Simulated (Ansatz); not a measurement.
# C2H4GaN: how energies converge with the basis set

An exercise on one series of results from a longer session: the logs are not shown, and one member is left open.

Method: one geometry, several basis sets; program: Ansatz 0.2.0, Gaussian basis.

The runs, in order: PBE0-D4/def2-SVP; ωB97M-V/def2-SVP; PBE0-D4/def2-QZVPP; ωB97M-V/def2-QZVPP; the functionals' def2-TZVPP values are taken from earlier runs.

## The geometry

The geometry comes from an earlier relaxation with PBE0-D4 in a triple-zeta def2 set; it is a stationary point, not always the lowest conformer.

SMILES `[GaH2][C]1=NC1`, 8 atoms, charge 0, spin multiplicity 1.

Atoms are counted from 1 here; the program's logs count them from 0.

Bond lengths: Ga1–C2 1.951 Å, Ga1–H5 1.560 Å, Ga1–H6 1.560 Å, C2–N3 1.257 Å, C2–C4 1.475 Å, N3–C4 1.494 Å, C4–H7 1.086 Å, C4–H8 1.086 Å. Angles: C2–Ga1–H5 117.7°, C2–Ga1–H6 117.7°, H5–Ga1–H6 124.4°, Ga1–C2–N3 146.5°, Ga1–C2–C4 147.8°, N3–C2–C4 65.7°, C2–N3–C4 64.2°, C2–C4–N3 50.1°, C2–C4–H7 120.0°, C2–C4–H8 120.0°, N3–C4–H7 117.0°, N3–C4–H8 117.0°, H7–C4–H8 116.0°.

The first run:

The input, in.yaml:

```yaml
crystal:
  periodic: [false, false, false]
  atoms:
    - {symbol: Ga, position_ang: [-0.841841, 1.531505, -0.197608]}
    - {symbol: C, position_ang: [0.342244, 0.035454, 0.207982]}
    - {symbol: N, position_ang: [1.407308, -0.338031, 0.761668]}
    - {symbol: C, position_ang: [0.614285, -1.409534, 0.087518]}
    - {symbol: H, position_ang: [-0.626460, 2.281471, -1.548706]}
    - {symbol: H, position_ang: [-2.004684, 1.827155, 0.799458]}
    - {symbol: H, position_ang: [1.015126, -1.811974, -0.838622]}
    - {symbol: H, position_ang: [0.094012, -2.116036, 0.728301]}
basis:
  gaussian: {orbitals: def2-SVP}
hamiltonian: {xc: pbe0, dispersion: d4}
output: {orbitals: {seedname: orbitals}}
```

Started as:

```
$ ansatz run in.yaml --threads 2 --pin off --events-out ev --progress --plain --max-ram 4352MiB
```

Steps of the session up to this table: PBE0-D4 in def2-SVP; ωB97M-V in def2-SVP; PBE0-D4 in def2-QZVPP; ωB97M-V in def2-QZVPP.

One of the session's tables, all rows but one given; the rest of the session is left out.

```
functional       basis  HOMO (eV)  LUMO (eV)
   PBE0-D4    def2-SVP      -7.19      -2.04
   PBE0-D4  def2-TZVPP      -7.25      -2.07
   PBE0-D4  def2-QZVPP      -7.26      -2.10
   ωB97M-V    def2-SVP      -9.39      -0.33
   ωB97M-V  def2-TZVPP      -9.47      -0.40
   ωB97M-V  def2-QZVPP          ?          ?
```

Q: Estimate the row for ωB97M-V, def2-QZVPP from the others.

As computed: HOMO (eV): -9.48; LUMO (eV): -0.52. In the column «HOMO (eV)» it is the lowest.
